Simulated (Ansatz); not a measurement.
# InGaAs2: the cost of one run

Method: DFT r2SCAN, scalar-relativistic, plane waves, PAW, in Ansatz 0.2.0.

1 further run of the same task is left out (set aside as unsound or not needed).

## Step 1: The structure to begin with

It takes space group P-4m2 (No. 115, tetragonal). The conventional cell has a = 4.225 Å, b = 4.225 Å, c = 5.962 Å, α = 90.00°, β = 90.00°, γ = 90.00°. Around In (site symmetry -4m2) lie 4 As at 2.65 Å. Around Ga (site symmetry -4m2) lie 4 As at 2.52 Å. As (site symmetry 2mm) is surrounded by 2 Ga at 2.52 Å and 2 In at 2.65 Å.

Structure file:

```
CELL_PARAMETERS angstrom
4.22500 0.00000 0.00000
0.00000 4.22500 0.00000
0.00000 0.00000 5.96215
ATOMIC_POSITIONS crystal
In 0.00000 0.00000 0.50000
Ga 0.50000 0.50000 0.00000
As 0.50000 0.00000 0.76848
As 0.00000 0.50000 0.23153
```

It goes back to an entry of the Materials Project, which need not be the stable form.

No relaxation comes first: the listed cell is the starting point.

## Step 2: The reference cell

The reference gives a free energy of -19132.8042 eV, pressure -2.37 GPa, largest force 0.057 eV/Å and gap on the mesh 0.06 eV. It was computed beforehand with the settings of the runs below.

## Step 3: The scan: a two-dimensional strain map

The cell is strained by p along both x and y and by q along z, with fractional coordinates fixed.

## Step 4: At p = -0.030, q = -0.030

Contents of input.yaml:

```yaml
crystal:
  lattice:
    - [4.0982511654, 0.0, 0.0]
    - [0.0, 4.0982511654, 0.0]
    - [0.0, 0.0, 5.78328356]
  atoms:
    - { symbol: In, position: [0.0, 0.0, 0.5] }
    - { symbol: Ga, position: [0.5, 0.5, 0.0] }
    - { symbol: As, position: [0.5, 0.0, 0.768475] }
    - { symbol: As, position: [0.0, 0.5, 0.231525] }
basis:
  ecutwfc: 500
kpoints:
  mp_grid: { grid: [8, 8, 6] }
hamiltonian:
  xc: r2scan
scf:
  occupations: { method: gaussian, width: 0.03 }
output:
  forces: true
  stress: true
  eigenvalues: true
```

Launch:

```
> ansatz run input.yaml --threads 1 --pin off --max-ram 2560MiB --backend cpu --events-out ev --progress --plain --runs-dir out
```

What time and memory should one allow on 1 thread of Intel Xeon at 2.50GHz (Skylake/Cascade Lake), shared host?

About 76 s, with a peak of 0.61 GiB.
